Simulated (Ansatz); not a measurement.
CH6NPSi, SMILES C=N[SiH2]P, a geometry optimisation

With the Python package of Ansatz (0.2.0).

Run as a notebook:

In [1]:
```python
import itertools

import ansatz as az
from ase import Atoms
from ase.data import atomic_numbers, covalent_radii
import numpy as np
import pandas as pd

atoms = Atoms(["C", "N", "Si", "P", "H", "H", "H", "H", "H", "H"], positions=[
    (-0.6978, 0.9755, 1.5611),
    (0.1646, 0.6327, 0.6694),
    (-0.3584, -0.5615, -0.479),
    (1.3359, -0.9138, -1.8384),
    (-1.7248, 0.5729, 1.6463),
    (-0.4167, 1.7305, 2.3146),
    (-0.722, -1.7931, 0.258),
    (-1.5317, -0.0286, -1.2082),
    (1.6298, 0.4459, -2.088),
    (2.3212, -1.0606, -0.8359),
])
mol = az.Crystal.molecule_from_ase(atoms)
```

In [2]:
```python
calc = (
    mol.calculation()
    .basis(gaussian="cc-pVDZ")
    .functional("r2scan")
)
symbols = [site.symbol for site in mol.cartesian_sites]
start = np.array([site.position_ang for site in mol.cartesian_sites], dtype=float)
rep = calc.relax(force_tolerance=0.01).run().report
end = np.array(rep["positions_ang"])
```

In [3]:
```python
for key in ("converged", "free_energy_ev", "reference_energy_ev", "n_frozen", "n_occupied", "n_virtual"):
    print(f"{key:22s} {rep[key]}")
```
```text
converged              True
free_energy_ev         -19787.75235083109
reference_energy_ev    -19787.75235083109
n_frozen               0
n_occupied             [24, 24]
n_virtual              [70, 70]
```

In [4]:
```python
radius = [covalent_radii[atomic_numbers[s]] for s in symbols]
span = lambda where, i, j: np.linalg.norm(where[i] - where[j])
bonded = [(i, j) for i, j in itertools.combinations(range(len(symbols)), 2) if min(span(start, i, j), span(end, i, j)) < 1.2 * (radius[i] + radius[j])]
print("pair        before    after (A)")
for i, j in bonded:
    print(f"{symbols[i]}{i}-{symbols[j]}{j}".ljust(10), f"{span(start, i, j):8.4f} {span(end, i, j):8.4f}")
```
```text
pair        before    after (A)
C0-N1        1.2870   1.2726
C0-H4        1.1064   1.1140
C0-H5        1.1031   1.1069
N1-Si2       1.7374   1.7786
Si2-P3       2.2006   2.2691
Si2-H6       1.4806   1.5076
Si2-H7       1.4807   1.4950
P3-H8        1.4133   1.4349
P3-H9        1.4133   1.4356
```

In [5]:
```python
charges = rep["charge_distribution"]
table = pd.DataFrame({"atom": symbols, "mulliken": charges["mulliken_charges_e"], "lowdin": charges["lowdin_charges_e"]})
print(table.round(3).to_string())
print("dipole (e A):", np.round(charges["dipole_moment_e_ang"], 4) + 0.0)
```
```text
  atom  mulliken  lowdin
0    C     0.083  -0.044
1    N    -0.325   0.072
2   Si     0.351   0.037
3    P    -0.143   0.120
4    H     0.028  -0.011
5    H     0.046  -0.008
6    H    -0.074  -0.068
7    H    -0.046  -0.058
8    H     0.046  -0.016
9    H     0.034  -0.023
dipole (e A): [-0.0434  0.0044  0.3439]
```

Reading the output:
- Total energies depend on the basis set; only differences at equal settings carry meaning.
- The end point is the stationary point reached from this start; no frequency run checks that it is a minimum, and the basis set is modest.
- The Löwdin charges here are taken after orthogonalising the functions within each atom; they differ from plain Löwdin charges, and their signs can be unphysical.
- It ran for 2.7 min on 1 thread of Arm Neoverse V1, with other jobs on the host, peak memory 0.28 GiB.
